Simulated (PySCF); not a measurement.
# C₅H₂F₆: NMR shifts and electronic excitations in gas and solvents

Aim: compute the NMR shifts and electronic excitations of C₅H₂F₆ (`C=C=C(C(F)(F)F)C(F)(F)F`), and see what a dielectric continuum does where one was used.

The runs use PySCF 2.14.0, with density-fitted response routines of our own; the level of theory stands in each step. All values are computed, except where a source is named. Atoms are numbered from 0 throughout.

### Step 1. Starting geometry

13 atoms, charge 0, multiplicity 1; geometry from: GFN2-xTB.

Bonds of the start (Å): C0–C1 1.28, C1–C2 1.31, C2–C3 1.51, C3–F4 1.34, C3–F5 1.33, C3–F6 1.34, C2–C7 1.51, C7–F8 1.34, C7–F9 1.34, C7–F10 1.33, C0–H11 1.08, C0–H12 1.08.

### Step 2. Relaxing the molecule at PBE0-D3(BJ)/def2-SVP

What the job is given:

```
{"job": {"xc": "PBE0", "basis": "def2-SVP", "d3": "d3bj", "grid": 1, "kind": "geom"}, "charge": 0, "multiplicity": 1}
C      2.397072     0.242206    -0.150330
C      1.121346     0.112712    -0.071078
C     -0.175544    -0.017436     0.009560
C     -0.825057    -1.351760     0.284395
F     -1.266661    -1.936836    -0.838395
F     -1.870681    -1.248957     1.106830
F      0.036664    -2.208100     0.845922
C     -1.106664     1.157238    -0.167205
F     -0.506720     2.161121    -0.817946
F     -1.516648     1.655782     1.008101
F     -2.202613     0.838037    -0.858220
H      2.993401     0.473603     0.716720
H      2.917717     0.122876    -1.086083
```

Standard output:

```text
step   0  E = -789.37376836  max force = 0.017819
step   1  E = -789.37558312  max force = 0.008654
step   2  E = -789.37572664  max force = 0.002618
step   3  E = -789.37581825  max force = 0.000605
step   4  E = -789.37581919  max force = 0.000627
step   5  E = -789.37582800  max force = 0.000366
optimisation converged
```

Wall time 3 min (1 thread, shared host).

The steps of the relaxation:

| step | energy from step 0 (eV) | largest force component (eV/Å) |
| --- | --- | --- |
| 0 | 0.0000 | 0.9163 |
| 1 | -0.0494 | 0.4450 |
| 2 | -0.0533 | 0.1346 |
| 3 | -0.0558 | 0.0311 |
| 4 | -0.0558 | 0.0322 |
| 5 | -0.0560 | 0.0188 |

Close pairs (by a distance rule), those that changed most:

| bond | before (Å) | after (Å) | change (Å) |
| --- | --- | --- | --- |
| C0–H11 | 1.077 | 1.095 | +0.017 |
| C0–H12 | 1.077 | 1.095 | +0.017 |
| C0–C1 | 1.285 | 1.301 | +0.016 |
| C3–F6 | 1.338 | 1.329 | -0.009 |
| C7–F8 | 1.338 | 1.330 | -0.008 |
| C7–F9 | 1.341 | 1.333 | -0.008 |
| C3–F4 | 1.341 | 1.333 | -0.008 |
| C1–C2 | 1.306 | 1.311 | +0.005 |

The end geometry stands in the next job.

| at the end point | value |
| --- | --- |
| rotational constants (GHz, main isotopes) | 1.351, 1.047, 0.746 |
| dipole moment (D) | 3.25 |

### Step 3. Nuclear shieldings: PBE0/pcSseg-1 in acetone

What the job is given:

```
{"job": {"kind": "nmr", "xc": "PBE0", "basis": "pcSseg-1", "solvent": "acetone", "pop": true}, "charge": 0, "multiplicity": 1}
C      2.397065     0.261792    -0.203830
C      1.108803     0.116329    -0.099874
C     -0.190227    -0.024442     0.009901
C     -0.818503    -1.379859     0.232204
F     -1.429095    -1.819403    -0.868472
F     -1.733203    -1.323223     1.200345
F      0.095641    -2.281489     0.576892
C     -1.112873     1.168550    -0.073889
F     -0.486993     2.223135    -0.588432
F     -1.567653     1.513078     1.130536
F     -2.170944     0.897976    -0.838287
H      3.011753     0.458314     0.680681
H      2.894547     0.192183    -1.176435
```

Level: GIAO PBE0/pcSseg-1 NMR shielding, non-relativistic, IEF-PCM acetone.

Standard output:

```text
coarse grid: 13192 points
cycle   1  E = -789.5482526971  dE =  2.068e+00  |g| = 1.222e+00  |ddm| = 4.137e+00
cycle   2  E = -789.2533115048  dE =  2.949e-01  |g| = 1.871e+00  |ddm| = 1.970e+00
cycle   3  E = -789.7977079416  dE = -5.444e-01  |g| = 1.261e-01  |ddm| = 1.367e+00
cycle   4  E = -789.8002473644  dE = -2.539e-03  |g| = 7.160e-02  |ddm| = 1.534e-01
cycle   5  E = -789.8014487547  dE = -1.201e-03  |g| = 1.302e-02  |ddm| = 6.649e-02
cycle   6  E = -789.8014844232  dE = -3.567e-05  |g| = 2.219e-03  |ddm| = 1.181e-02
cycle   7  E = -789.8014855365  dE = -1.113e-06  |g| = 3.232e-04  |ddm| = 2.490e-03
final grid: 136408 points
cycle   8  E = -789.9038686416  dE = -5.785e-05  |g| = 6.614e-03  |ddm| = 3.843e-02
cycle   9  E = -789.9038648659  dE =  3.776e-06  |g| = 8.764e-03  |ddm| = 1.146e-02
cycle  10  E = -789.9038772440  dE = -1.238e-05  |g| = 7.640e-04  |ddm| = 5.962e-03
cycle  11  E = -789.9038773502  dE = -1.061e-07  |g| = 2.996e-04  |ddm| = 7.566e-04
cycle  12  E = -789.9038773683  dE = -1.815e-08  |g| = 1.261e-04  |ddm| = 3.357e-04
cycle  13  E = -789.9038773722  dE = -3.846e-09  |g| = 1.479e-05  |ddm| = 1.194e-04
cycle  14  E = -789.9038773722  dE = -3.729e-11  |g| = 5.581e-06  |ddm| = 1.536e-05
converged SCF energy = -789.9038773722

GIAO shielding tensors (ppm)
atom      isotropic    diamagn.    paramagn.     s11        s22        s33       span
  0 C       88.119     262.343    -174.225    -16.409    113.153    167.612    184.021
  1 C      -37.929     260.096    -298.025    -65.446    -41.307     -7.035     58.411
  2 C       86.039     267.576    -181.537     24.920    106.550    126.648    101.728
  3 C       57.856     238.344    -180.488     50.959     58.849     63.758     12.799
  4 F      245.198     472.626    -227.428    168.749    240.723    326.123    157.374
  5 F      255.050     472.541    -217.491    180.636    254.112    330.402    149.766
  6 F      259.146     473.078    -213.932    185.059    251.222    341.156    156.096
  7 C       57.842     238.363    -180.521     50.964     58.864     63.698     12.734
  8 F      258.537     473.139    -214.601    184.814    249.622    341.177    156.363
  9 F      244.565     472.745    -228.180    168.270    239.819    325.606    157.335
 10 F      255.800     472.457    -216.657    181.628    255.277    330.494    148.867
 11 H       24.794      28.150      -3.356     22.556     23.442     28.386      5.830
 12 H       24.806      28.096      -3.290     22.541     23.460     28.417      5.875
```

Run time: 80 s. Hardware: 1 thread, shared host.

The references, computed at this level on geometries of the same kind, shield at (ppm): 1H TMS 31.24, 13C TMS 185.4, 19F CFCl3 180.4. Their shielding less the atom's gives the shift. The references are single molecules in the same continuum, so shifts against H2O, NH3, PH3, H3PO4 or CFCl3 are not on the usual liquid scales and can be off by tens of ppm. Atoms listed in one row are averaged.

| atoms | environment | σ (ppm) | δ (ppm) |
| --- | --- | --- | --- |
| C1 | central carbon of an allene | -37.9 | 223.4 |
| C3, C7 | CF3 carbon | 57.8 | 127.6 |
| C2 | terminal carbon of a cumulated C=C=C unit | 86.0 | 99.4 |
| C0 | terminal carbon of a cumulated C=C=C unit | 88.1 | 97.3 |
| H11, H12 | hydrogen on a terminal carbon of a cumulated C=C=C unit | 24.80 | 6.44 |
| F4, F5, F6, F8, F9, F10 | fluorine of a CF3 group | 253.0 | -72.6 |

The run also stored atomic charges by several schemes (e):

| atoms | Mulliken | IAO | Hirshfeld | ESP fit |
| --- | --- | --- | --- | --- |
| C0 | -0.10 | -0.30 | -0.05 | -0.52 |
| C1 | 0.12 | 0.08 | 0.02 | 0.22 |
| C2 | -0.73 | -0.18 | -0.10 | -0.33 |
| C3, C7 | 0.93 | 0.82 | 0.25 | 0.59 |
| F4, F5, F6, F8, F9, F10 | -0.26 | -0.28 | -0.09 | -0.18 |

Mayer bond orders: C0–C1 2.11, C1–C2 1.70, C2–C3 0.99, C3–F4 1.01, C3–F5 1.01, C3–F6 1.03, C2–C7 0.99, C7–F8 1.03, C7–F9 1.01, C7–F10 1.01.

### Step 4. Shielding tensors: PBE0/pcSseg-1 in benzene

Settings changed since step 3:

```diff
@@ -1,2 +1,2 @@
-{"job": {"kind": "nmr", "xc": "PBE0", "basis": "pcSseg-1", "solvent": "acetone", "pop": true}, "charge": 0, "multiplicity": 1}
+{"job": {"kind": "nmr", "xc": "PBE0", "basis": "pcSseg-1", "solvent": "benzene", "pop": false}, "charge": 0, "multiplicity": 1}
 C      2.397065     0.261792    -0.203830
```

Method: GIAO PBE0/pcSseg-1 NMR shielding, non-relativistic, IEF-PCM benzene.

Standard output:

```text
coarse grid: 13192 points
cycle   1  E = -789.5436504478  dE =  2.072e+00  |g| = 1.229e+00  |ddm| = 4.137e+00
cycle   2  E = -789.2317794774  dE =  3.119e-01  |g| = 1.903e+00  |ddm| = 2.017e+00
cycle   3  E = -789.7936741751  dE = -5.619e-01  |g| = 1.412e-01  |ddm| = 1.419e+00
cycle   4  E = -789.7970580987  dE = -3.384e-03  |g| = 7.722e-02  |ddm| = 1.764e-01
cycle   5  E = -789.7984866288  dE = -1.429e-03  |g| = 1.466e-02  |ddm| = 7.231e-02
cycle   6  E = -789.7985322113  dE = -4.558e-05  |g| = 2.402e-03  |ddm| = 1.314e-02
cycle   7  E = -789.7985334448  dE = -1.234e-06  |g| = 6.513e-04  |ddm| = 2.494e-03
final grid: 136408 points
cycle   8  E = -789.9009257771  dE = -5.765e-05  |g| = 6.645e-03  |ddm| = 3.849e-02
cycle   9  E = -789.9009214652  dE =  4.312e-06  |g| = 8.938e-03  |ddm| = 1.155e-02
cycle  10  E = -789.9009344025  dE = -1.294e-05  |g| = 7.745e-04  |ddm| = 6.102e-03
cycle  11  E = -789.9009345099  dE = -1.074e-07  |g| = 3.315e-04  |ddm| = 8.245e-04
cycle  12  E = -789.9009345332  dE = -2.324e-08  |g| = 1.345e-04  |ddm| = 3.842e-04
cycle  13  E = -789.9009345374  dE = -4.238e-09  |g| = 1.701e-05  |ddm| = 1.291e-04
cycle  14  E = -789.9009345375  dE = -4.684e-11  |g| = 6.943e-06  |ddm| = 1.801e-05
converged SCF energy = -789.9009345375

GIAO shielding tensors (ppm)
atom      isotropic    diamagn.    paramagn.     s11        s22        s33       span
  0 C       90.247     262.354    -172.107    -12.625    115.823    167.543    180.169
  1 C      -38.258     260.082    -298.340    -61.854    -44.152     -8.768     53.086
  2 C       84.583     267.388    -182.805     21.844    105.381    126.525    104.681
  3 C       58.065     238.158    -180.094     50.370     59.507     64.318     13.947
  4 F      243.579     472.430    -228.851    167.205    238.747    324.784    157.578
  5 F      253.366     472.352    -218.986    179.313    251.812    328.973    149.660
  6 F      258.385     473.001    -214.616    184.606    249.657    340.891    156.285
  7 C       58.052     238.176    -180.124     50.370     59.536     64.250     13.880
  8 F      257.770     473.061    -215.290    184.358    248.060    340.892    156.534
  9 F      242.968     472.550    -229.582    166.735    237.876    324.293    157.558
 10 F      254.091     472.268    -218.176    180.292    252.936    329.046    148.754
 11 H       25.085      28.482      -3.397     22.902     23.675     28.676      5.774
 12 H       25.096      28.428      -3.332     22.887     23.694     28.706      5.819
```

Wall time 75 s (1 thread, shared host).

In short: δ C1 223.1, C3 126.8, C2 100.3, C0 94.6, H11 6.16 ppm (means over like atoms).

### Step 5. Ultraviolet spectrum: B3LYP/def2-SVPD

Settings changed since step 4:

```diff
@@ -1,2 +1,2 @@
-{"job": {"kind": "nmr", "xc": "PBE0", "basis": "pcSseg-1", "solvent": "benzene", "pop": false}, "charge": 0, "multiplicity": 1}
+{"job": {"kind": "uv", "xc": "B3LYP", "basis": "def2-SVPD", "dynamic": true, "nstates": 6, "ntriplets": 0}, "charge": 0, "multiplicity": 1}
 C      2.397065     0.261792    -0.203830
```

With the program's defaults for keys left out, this is: TDDFT B3LYP/def2-SVPD, vertical, gas phase, core orbitals frozen in the response.

Standard output:

```text
coarse grid: 13192 points
cycle   1  E = -789.8264664202  dE =  1.971e+00  |g| = 1.214e+00  |ddm| = 7.678e+00
cycle   2  E = -789.4212069053  dE =  4.053e-01  |g| = 2.008e+00  |ddm| = 3.953e+00
cycle   3  E = -790.0768024079  dE = -6.556e-01  |g| = 1.757e-01  |ddm| = 2.778e+00
cycle   4  E = -790.0829025452  dE = -6.100e-03  |g| = 8.580e-02  |ddm| = 4.273e-01
cycle   5  E = -790.0847221248  dE = -1.820e-03  |g| = 2.131e-02  |ddm| = 1.497e-01
cycle   6  E = -790.0848270407  dE = -1.049e-04  |g| = 2.922e-03  |ddm| = 3.690e-02
cycle   7  E = -790.0848288446  dE = -1.804e-06  |g| = 1.188e-03  |ddm| = 6.585e-03
final grid: 136408 points
cycle   8  E = -790.1911986820  dE = -4.710e-05  |g| = 6.634e-03  |ddm| = 1.706e-01
cycle   9  E = -790.1911895465  dE =  9.135e-06  |g| = 9.916e-03  |ddm| = 1.835e-02
cycle  10  E = -790.1912060826  dE = -1.654e-05  |g| = 7.154e-04  |ddm| = 1.046e-02
cycle  11  E = -790.1912061911  dE = -1.085e-07  |g| = 2.944e-04  |ddm| = 2.123e-03
cycle  12  E = -790.1912062122  dE = -2.114e-08  |g| = 8.324e-05  |ddm| = 7.411e-04
cycle  13  E = -790.1912062136  dE = -1.387e-09  |g| = 1.901e-05  |ddm| = 1.483e-04
cycle  14  E = -790.1912062137  dE = -5.048e-11  |g| = 7.293e-06  |ddm| = 3.310e-05
converged SCF energy = -790.1912062137

Static polarisability (au): isotropic 67.717, principal 51.877 57.396 93.878

Singlet excitations
state   eV       nm        f      main configurations
  1   5.7066    217.3   0.00001   H->L 0.92
  2   6.1485    201.6   0.00000   H-1->L+1 0.92
  3   7.1914    172.4   0.03625   H-1->L 0.62, H->L+1 0.31
  4   7.8647    157.6   1.14281   H->L+1 0.59, H-1->L 0.30
  5   8.0023    154.9   0.03576   H->L+2 0.97
  6   8.1504    152.1   0.00224   H-1->L+2 0.98
```

It took 2.6 min on 1 thread, shared host.

The orbitals next to the gap, with their largest atomic shares:

| orbital | eV | atoms |
| --- | --- | --- |
| HOMO−3 | -11.84 | F4 21 %, F6 18 %, F5 17 % |
| HOMO−2 | -11.44 | F8 20 %, F6 20 %, C2 17 % |
| HOMO−1 | -8.93 | C2 39 %, C1 29 %, C0 9 % |
| HOMO | -8.87 | C0 38 %, C1 36 %, C2 7 % |
| LUMO | -1.58 | C1 33 %, C2 26 %, C0 13 % |
| LUMO+1 | -1.31 | C0 36 %, C1 33 %, C2 8 % |
| LUMO+2 | 0.14 | C0 31 %, C1 15 %, H12 12 % |

With each of the 6 states as a Gaussian band of 0.4 eV half-width at 1/e, the curve within the window shown has maxima at 158 nm (ε 48,000) L/(mol cm). Beyond the last state computed it falls off for lack of states. The curve at chosen wavelengths:

| nm | ε (L/mol/cm) |
| --- | --- |
| 147 | 5887 |
| 151 | 21600 |
| 155 | 41844 |
| 159 | 46792 |
| 162 | 37303 |
| 166 | 19625 |
| 170 | 7966 |
| 174 | 3145 |
| 178 | 1435 |
| 182 | 681 |
| 185 | 361 |
| 189 | 132 |
| 193 | 41 |
| 197 | 11 |
| 201 | 2 |
| 205 | 1 |
| 208 | 0 |
| 212 | 0 |
| 216 | 0 |
| 220 | 0 |
| 224 | 0 |
| 228 | 0 |
| 231 | 0 |
| 235 | 0 |
| 239 | 0 |
| 243 | 0 |

Further results of this job:

| property | computed |
| --- | --- |
| dipole moment (D) | 3.45 |
| polarisability (Å³) | 10.03 |
| HOMO–LUMO gap (eV) | 7.29 |
| −ε(HOMO) (eV) | 8.87 |
| C6 with itself (au) | 2153 |

### Step 6. Ultraviolet spectrum: B3LYP/def2-SVPD in acetone

Settings changed since step 5:

```diff
@@ -1,2 +1,2 @@
-{"job": {"kind": "uv", "xc": "B3LYP", "basis": "def2-SVPD", "dynamic": true, "nstates": 6, "ntriplets": 0}, "charge": 0, "multiplicity": 1}
+{"job": {"kind": "uv", "xc": "B3LYP", "basis": "def2-SVPD", "solvent": "acetone", "nstates": 6, "ntriplets": 0}, "charge": 0, "multiplicity": 1}
 C      2.397065     0.261792    -0.203830
```

With the program's defaults for keys left out, this is: TDDFT B3LYP/def2-SVPD, vertical, IEF-PCM acetone (non-equilibrium linear response), core orbitals frozen in the response.

Standard output:

```text
coarse grid: 13192 points
cycle   1  E = -789.8349308613  dE =  1.963e+00  |g| = 1.204e+00  |ddm| = 7.674e+00
cycle   2  E = -789.4652601296  dE =  3.697e-01  |g| = 1.948e+00  |ddm| = 3.976e+00
cycle   3  E = -790.0856326178  dE = -6.204e-01  |g| = 1.414e-01  |ddm| = 2.735e+00
cycle   4  E = -790.0891893196  dE = -3.557e-03  |g| = 7.311e-02  |ddm| = 3.598e-01
cycle   5  E = -790.0904584892  dE = -1.269e-03  |g| = 1.656e-02  |ddm| = 1.299e-01
cycle   6  E = -790.0905219377  dE = -6.345e-05  |g| = 2.333e-03  |ddm| = 2.885e-02
cycle   7  E = -790.0905232040  dE = -1.266e-06  |g| = 4.115e-04  |ddm| = 6.036e-03
final grid: 136408 points
cycle   8  E = -790.1968625658  dE = -4.774e-05  |g| = 6.483e-03  |ddm| = 1.700e-01
cycle   9  E = -790.1968558511  dE =  6.715e-06  |g| = 9.274e-03  |ddm| = 1.599e-02
cycle  10  E = -790.1968695533  dE = -1.370e-05  |g| = 5.522e-04  |ddm| = 8.226e-03
cycle  11  E = -790.1968696137  dE = -6.031e-08  |g| = 2.297e-04  |ddm| = 1.498e-03
cycle  12  E = -790.1968696263  dE = -1.260e-08  |g| = 8.192e-05  |ddm| = 5.150e-04
cycle  13  E = -790.1968696279  dE = -1.597e-09  |g| = 1.180e-05  |ddm| = 1.552e-04
cycle  14  E = -790.1968696279  dE = -1.978e-11  |g| = 5.209e-06  |ddm| = 2.556e-05
converged SCF energy = -790.1968696279

Static polarisability (au): isotropic 85.947, principal 65.981 69.855 122.006

Singlet excitations
state   eV       nm        f      main configurations
  1   5.6758    218.4   0.00001   H->L 0.96
  2   6.2235    199.2   0.00000   H-1->L+1 0.96
  3   7.1875    172.5   0.09857   H-1->L 0.71, H->L+1 0.24
  4   7.6452    162.2   1.21969   H->L+1 0.69, H-1->L 0.23
  5   7.9975    155.0   0.03935   H->L+2 0.94
  6   8.1236    152.6   0.01104   H-1->L+2 0.98
```

It took 2 min on 1 thread, shared host.

This run: HOMO -8.52 eV, LUMO -1.24 eV; lowest singlet 5.68 eV.

### Step 7. Excited states and response: B3LYP/def2-SVPD in benzene

Settings changed since step 6:

```diff
@@ -1,2 +1,2 @@
-{"job": {"kind": "uv", "xc": "B3LYP", "basis": "def2-SVPD", "solvent": "acetone", "nstates": 6, "ntriplets": 0}, "charge": 0, "multiplicity": 1}
+{"job": {"kind": "uv", "xc": "B3LYP", "basis": "def2-SVPD", "solvent": "benzene", "nstates": 6, "ntriplets": 0}, "charge": 0, "multiplicity": 1}
 C      2.397065     0.261792    -0.203830
```

With the program's defaults for keys left out, this is: TDDFT B3LYP/def2-SVPD, vertical, IEF-PCM benzene (non-equilibrium linear response), core orbitals frozen in the response.

Standard output:

```text
coarse grid: 13192 points
cycle   1  E = -789.8304980245  dE =  1.967e+00  |g| = 1.210e+00  |ddm| = 7.676e+00
cycle   2  E = -789.4405878913  dE =  3.899e-01  |g| = 1.981e+00  |ddm| = 3.969e+00
cycle   3  E = -790.0812831819  dE = -6.407e-01  |g| = 1.581e-01  |ddm| = 2.764e+00
cycle   4  E = -790.0859620544  dE = -4.679e-03  |g| = 7.897e-02  |ddm| = 3.875e-01
cycle   5  E = -790.0874745370  dE = -1.512e-03  |g| = 1.879e-02  |ddm| = 1.386e-01
cycle   6  E = -790.0875565837  dE = -8.205e-05  |g| = 2.510e-03  |ddm| = 3.238e-02
cycle   7  E = -790.0875579454  dE = -1.362e-06  |g| = 8.103e-04  |ddm| = 5.764e-03
final grid: 136408 points
cycle   8  E = -790.1939130232  dE = -4.750e-05  |g| = 6.527e-03  |ddm| = 1.703e-01
cycle   9  E = -790.1939053865  dE =  7.637e-06  |g| = 9.512e-03  |ddm| = 1.669e-02
cycle  10  E = -790.1939201269  dE = -1.474e-05  |g| = 6.118e-04  |ddm| = 8.959e-03
cycle  11  E = -790.1939202029  dE = -7.596e-08  |g| = 2.654e-04  |ddm| = 1.829e-03
cycle  12  E = -790.1939202201  dE = -1.720e-08  |g| = 8.329e-05  |ddm| = 6.518e-04
cycle  13  E = -790.1939202216  dE = -1.500e-09  |g| = 1.472e-05  |ddm| = 1.496e-04
cycle  14  E = -790.1939202216  dE = -2.592e-11  |g| = 6.289e-06  |ddm| = 2.615e-05
converged SCF energy = -790.1939202216

Static polarisability (au): isotropic 75.715, principal 57.411 62.894 106.840

Singlet excitations
state   eV       nm        f      main configurations
  1   5.6869    218.0   0.00001   H->L 0.95
  2   6.1838    200.5   0.00000   H-1->L+1 0.95
  3   7.1711    172.9   0.12699   H-1->L 0.74, H->L+1 0.21
  4   7.5621    164.0   1.24388   H->L+1 0.72, H-1->L 0.20
  5   8.0030    154.9   0.04606   H->L+2 0.96
  6   8.1476    152.2   0.00724   H-1->L+2 0.99
```

Wall time 2 min (1 thread, shared host).

In short: HOMO -8.69 eV, LUMO -1.40 eV; lowest singlet 5.69 eV.

### Step 8. Run by run: NMR shifts

Shifts (ppm), means over like atoms, with basis size and wall time:

| run | C1 | C3 | C2 | C0 | H11 | F4 | functions | time |
| --- | --- | --- | --- | --- | --- | --- | --- | --- |
| PBE0/pcSseg-1 in acetone | 223.4 | 127.6 | 99.4 | 97.3 | 6.44 | -72.6 | 197 | 80 s |
| PBE0/pcSseg-1 in benzene | 223.1 | 126.8 | 100.3 | 94.6 | 6.16 | -73.0 | 197 | 75 s |

The continuum's effect on the ground state:

| solvent | ε | polarisation energy (Eh) | μ (D) |
| --- | --- | --- | --- |
| benzene | 2.27 | -0.0030 | 3.90 |
| acetone | 20.49 | -0.0067 | 4.40 |

### Step 9. Run by run: electronic excitations

Excitations and ground-state properties, with basis size and wall time:

| run | lowest singlet (eV) | brightest (eV) | f | gap (eV) | α (Å³) | μ (D) | functions | time |
| --- | --- | --- | --- | --- | --- | --- | --- | --- |
| B3LYP/def2-SVPD | 5.71 | 7.86 | 1.143 | 7.29 | 10.03 | 3.45 | 254 | 2.6 min |
| B3LYP/def2-SVPD in acetone | 5.68 | 7.65 | 1.220 | 7.28 | 12.74 | 4.49 | 254 | 2 min |
| B3LYP/def2-SVPD in benzene | 5.69 | 7.56 | 1.244 | 7.28 | 11.22 | 3.96 | 254 | 2 min |

The continuum's effect on the ground state:

| solvent | ε | polarisation energy (Eh) | μ (D) |
| --- | --- | --- | --- |
| benzene | 2.27 | -0.0030 | 3.96 |
| acetone | 20.49 | -0.0067 | 4.49 |

### Step 10. What came out

| quantity | value |
| --- | --- |
| rotational constants (main isotopes) | 1.35, 1.05, 0.75 GHz |
| 13C shifts against TMS (PBE0/pcSseg-1, acetone, means over atoms taken as alike) | 223.4, 127.6, 99.4, 97.3 ppm |
| 1H shifts against TMS (PBE0/pcSseg-1, acetone, means over atoms taken as alike) | 6.44 ppm |
| 19F shifts against CFCl3 (PBE0/pcSseg-1, acetone, means over atoms taken as alike) | -72.6 ppm |
| lowest singlet (B3LYP/def2-SVPD) | 5.71 eV (217 nm), f = 0.000 |
| brightest single state of those computed | state 4, 7.86 eV, f = 1.143 |
| range of the shift of C0 | 94.6 to 97.3 ppm |
| range of the lowest singlet | 5.68 to 5.71 eV |

**Reading.** Relaxing lowered the energy by 0.056 eV in 5 steps; the close pair that moved most is C0–H11, from 1.077 to 1.095 Å. The most deshielded carbon is C1 (central carbon of an allene), at 223.4 ppm: the central sp carbon of an allene is among the most deshielded carbons of hydrocarbons. At PBE0/pcSseg-1: The widest tensor belongs to C0: span 184 ppm, with a paramagnetic part of -174 ppm. The first singlet state (HOMO→LUMO 0.92) lies at 5.71 eV and is dark; of the 6 states computed, the strongest absorption comes from state 4 at 7.86 eV. In ppm, C0 moves most: its shift spreads over 2.7 ppm, from 94.6 (PBE0/pcSseg-1 in benzene) to 97.3 (PBE0/pcSseg-1 in acetone). The continuum holds electrostatics alone: no hydrogen bonds to the solvent, and the gas-phase geometry is kept. The lowest singlet runs from 5.68 eV (B3LYP/def2-SVPD in acetone) to 5.71 eV (B3LYP/def2-SVPD), while the orbital gap spans 7.28 to 7.29 eV. The lowest state need not be the same one in every run.
